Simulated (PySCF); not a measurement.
# A diatomic session: SrSn+

The task here is to estimate one member of a computed series from the others.

Program: PySCF 2.14.0. Level of theory: Sr def2-SVPD with ECP28, Sn def2-SVPD with ECP28, scalar-relativistic core potentials. These are calculated values, not measurements.

Set-up of the first run:

A driver script around PySCF takes these settings:

```
atoms                         : Sr, Sn
charge                        : 1
basis                         : Sr def2-SVPD with ECP28, Sn def2-SVPD with ECP28
Hamiltonian                   : scalar-relativistic core potentials
basis functions               : 58
electrons treated             : 31
masses in u                   : 87.9056, 119.9022
levels                        : PBE0, PBE, r²SCAN, r²SCANh, r²SCAN0, M06-L, ωB97X, HF, MP2, SCS-MP2
grid                          : 80 radial by 434 angular points
occupations                   : held fixed by the projection of orbital angular momentum
dissociation limit            : Sr+ + Sn, each in its ground configuration
starting distance in angstrom : 3.160
values of 2S to try           : 1, 3
```

Command:

```
$ OMP_NUM_THREADS=1 python dia.py task.json out
```

Among the steps run: Set-up; PBE0 along the bond; Higher solutions at PBE0; PBE (GGA); r²SCAN (meta-GGA); r²SCANh (hybrid meta-GGA); r²SCAN0; M06-L; ωB97X (range-separated hybrid); UHF (mean field).

One of the session's tables, all rows but one given; the rest of the session is left out.

It belongs to the step «The curves together». Energy (eV) from each level's lowest point:

```
R (Å)    UHF  UHF-MP2  UHF-SCS-MP2    PBE  r²SCAN
2.621  0.939    0.787        0.798  0.696   0.695
2.743  0.465    0.364        0.371  0.319   0.312
2.865  0.184    0.125        0.129  0.108   0.101
2.957      ?        ?            ?      ?       ?
3.048  0.011    0.000        0.000  0.000   0.000
3.139  0.000    0.007        0.007  0.009   0.015
3.261  0.037    0.063        0.062  0.063   0.079
3.414  0.133    0.178        0.174  0.175   0.206
3.597  0.273    0.343        0.329  0.343   0.394
3.841  0.425    0.559        0.507  0.582   0.660
```

Estimate the missing values for R (Å) = 2.957.

Worked estimate for «UHF». A straight line through the neighbours (2.865, 0.184) and (3.048, 0.011) gives 0.184 + (0.011 − 0.184) × (2.957 − 2.865) / (3.048 − 2.865) = 0.097; a parabola fitted to 4 rows on both sides gives 0.064.

**Answer.** UHF: 0.067; UHF-MP2: 0.034; UHF-SCS-MP2: 0.036; PBE: 0.029; r²SCAN: 0.024. In «UHF» the line misses by +0.030 and the parabola by -0.003.
